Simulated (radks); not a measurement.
# Tm³⁺ in [Xe] 4f12: an all-electron calculation

One table from this session's results is given with a row withheld; the runs are named, their logs left out.

The numbers are computed with radks (a radial shooting solver on a logarithmic mesh, Libxc functionals) version 1 (scalar-relativistic Kohn-Sham, LDA (Slater exchange, VWN5 correlation), spin-unpolarised, spherical densities, finite nucleus), except any that are marked as measured or tabulated.

### The atom as given

| Property | Result |
| --- | --- |
| element | thulium (Z = 69) |
| charge | +3 |
| electrons | 66 |
| configuration | [Xe] 4f12 |
| nuclear rms radius | 5.2256 fm |

Outer shells as boxes (Hund's rule):

Tm³⁺
```
[Xe] core
4f [↑↓][↑↓][↑↓][↑↓][↑↓][↑ ][↑ ]
```

The first run:

Settings of this run:

```text
Z 69
configuration [Xe] 4f12
relativity scalar-relativistic
functional lda,vwn5
spin unpolarised
nucleus finite rms 5.2256 fm
c 137.035999084
```

One of the session's tables, all rows but one given; the rest of the session is left out.

It belongs to the step «Orbitals and density». Radial moments (bohr):

```
level      <r>  outermost maximum (interpolated)  90 % within  nodes
   1s  0.02003                            0.0126       0.0363      0
   2s  0.08494                            0.0720        0.132      1
   2p  0.07544                            0.0586        0.123      0
   3s   0.2212                             0.203        0.324      2
   3p   0.2205                             0.200        0.330      1
   3d   0.1999                             0.163        0.311      0
   4s   0.4978                             0.464        0.715      3
   4p   0.5281                             0.486        0.769      2
   4d   0.5704                             0.501        0.858      1
   5s    1.206                              1.08         1.74      4
   5p        ?                                 ?            ?      ?
   4f   0.7483                             0.492         1.28      0
```

Q: Estimate the row for 5p from the others.

As computed: <r>: 1.411; outermost maximum (interpolated): 1.23; 90 % within: 2.06; nodes: 3. In the column «<r>» it is the highest.

Caveats from the session: Spin polarisation and multiplet splitting are left out.
